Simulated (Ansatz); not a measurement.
# RbBa: the cost of one run

Method: DFT PBE, scalar-relativistic, plane waves, PAW, in Ansatz 0.2.0.

### Step 1. The system as given

It takes space group P-6m2 (No. 187, hexagonal). The conventional cell has a = 4.618 Å, b = 4.618 Å, c = 8.067 Å, α = 90.00°, β = 90.00°, γ = 120.00°.

As a file:

```xyz
2
Lattice="4.6179 0.0000 0.0000 -2.3090 3.9992 0.0000 0.0000 0.0000 8.0667" Properties=species:S:1:pos:R:3 pbc="T T T"
Rb    0.0000    2.6661    4.0333
Ba    0.0000    0.0000    0.0000
```

It is the end of an earlier relaxation with the same method, from a generated guess; it is a trial structure. At a tolerance of 0.05 Å it has space group P-6m2 (No. 187); it has 74.49 Å³/atom, an uncorrected energy of +0.12 eV/atom over the elements.

### Step 2. Bands, states and charges

input.yaml reads:

```yaml
crystal:
  lattice:
    - [4.6179002579, 0.0, 0.0]
    - [-2.308950129, 3.9992189355, 0.0]
    - [0.0, 0.0, 8.0666551807]
  atoms:
    - { symbol: Rb, position: [0.3333333333, 0.6666666667, 0.5] }
    - { symbol: Ba, position: [0.0, 0.0, 0.0] }
basis:
  ecutwfc: 420
kpoints:
  mp_grid: { grid: [12, 12, 8] }
  band_path:
    path:
      - [[0.0, 0.0, 0.0], [0.5, 0.0, 0.0], [0.33333333, 0.33333333, 0.0], [0.0, 0.0, 0.0], [0.0, 0.0, 0.5], [0.5, 0.0, 0.5], [0.33333333, 0.33333333, 0.5], [0.0, 0.0, 0.5]]
      - [[0.5, 0.0, 0.5], [0.5, 0.0, 0.0]]
      - [[0.33333333, 0.33333333, 0.5], [0.33333333, 0.33333333, 0.0]]
    npoints: 14
hamiltonian:
  xc: pbe
scf:
  occupations: { method: gaussian, width: 0.1 }
  n_extra_bands: 6
output:
  forces: true
  stress: true
  eigenvalues: true
  populations: true
  dos: { projected: true, de: 0.02, nscf_kmesh: { grid: [15, 15, 10] } }
  bader: true
  write_density: true
  write_potential: true
  elf: true
  volumetric_format: npy
```

Run with:

```
> ansatz run input.yaml --threads 1 --pin off --max-ram 2560MiB --backend cpu --events-out ev --progress --plain --runs-dir out
```

**Question.** How long does this run take on 1 thread of Arm Neoverse V2, shared host, and how much memory does it need?

About 60 s, with a peak of 0.54 GiB.
